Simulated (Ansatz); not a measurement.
# HfO2: the cost of one run

Program: Ansatz 0.2.0. Level of theory: DFT PBE, scalar-relativistic, plane waves, PAW. These are calculated values, not measurements.

1 further run of the same task is left out (set aside as unsound or not needed).

## Step 1: The structure to begin with

It takes space group Fm-3m (No. 225, cubic). The conventional cell has a = 5.098 Å, b = 5.098 Å, c = 5.098 Å, α = 90.00°, β = 90.00°, γ = 90.00°. Around Hf (site symmetry m-3m) lie 8 O at 2.21 Å. O (site symmetry -43m) has 4 Hf at 2.21 Å as nearest neighbours.

As a file:

```cif
data_structure
_symmetry_space_group_name_H-M 'Fm-3m'
_symmetry_Int_Tables_number 225
_cell_length_a 5.0976
_cell_length_b 5.0976
_cell_length_c 5.0976
_cell_angle_alpha 90.000
_cell_angle_beta 90.000
_cell_angle_gamma 90.000
_cell_volume 132.46
loop_
_atom_site_label
_atom_site_type_symbol
_atom_site_symmetry_multiplicity
_atom_site_Wyckoff_symbol
_atom_site_fract_x
_atom_site_fract_y
_atom_site_fract_z
_atom_site_occupancy
Hf1 Hf 4 a 0.00000 0.00000 0.00000 1
O1 O 8 c 0.25000 0.75000 0.75000 1
```

It is the result of an earlier relaxation at this level (volume 11.04 Å³/atom; gap on the mesh: 3.75 eV).

## Step 2: Band edges and mean potential of the bulk

Input file input.yaml:

```yaml
crystal:
  lattice:
    - [0.0, 2.548805779, 2.548805779]
    - [2.548805779, 0.0, 2.548805779]
    - [2.548805779, 2.548805779, 0.0]
  atoms:
    - { symbol: Hf, position: [0.0, 0.0, 0.0] }
    - { symbol: O, position: [0.25, 0.25, 0.25] }
    - { symbol: O, position: [0.75, 0.75, 0.75] }
basis:
  ecutwfc: 420
kpoints:
  mp_grid: { grid: [8, 8, 8] }
  band_path: { path: [VBM, CBM], npoints: 2 }
hamiltonian:
  xc: pbe
scf:
  occupations: { method: gaussian, width: 0.02 }
output:
  forces: true
  stress: true
  eigenvalues: true
```

Launch:

```
> ansatz run input.yaml --threads 2 --pin off --max-ram 5120MiB --backend cpu --events-out ev --progress --plain --runs-dir out
```

Q: Estimate wall time and peak memory on 2 threads of Intel Xeon 6975P-C (Granite Rapids), shared host.

About 1.4 s, with a peak of 0.35 GiB.
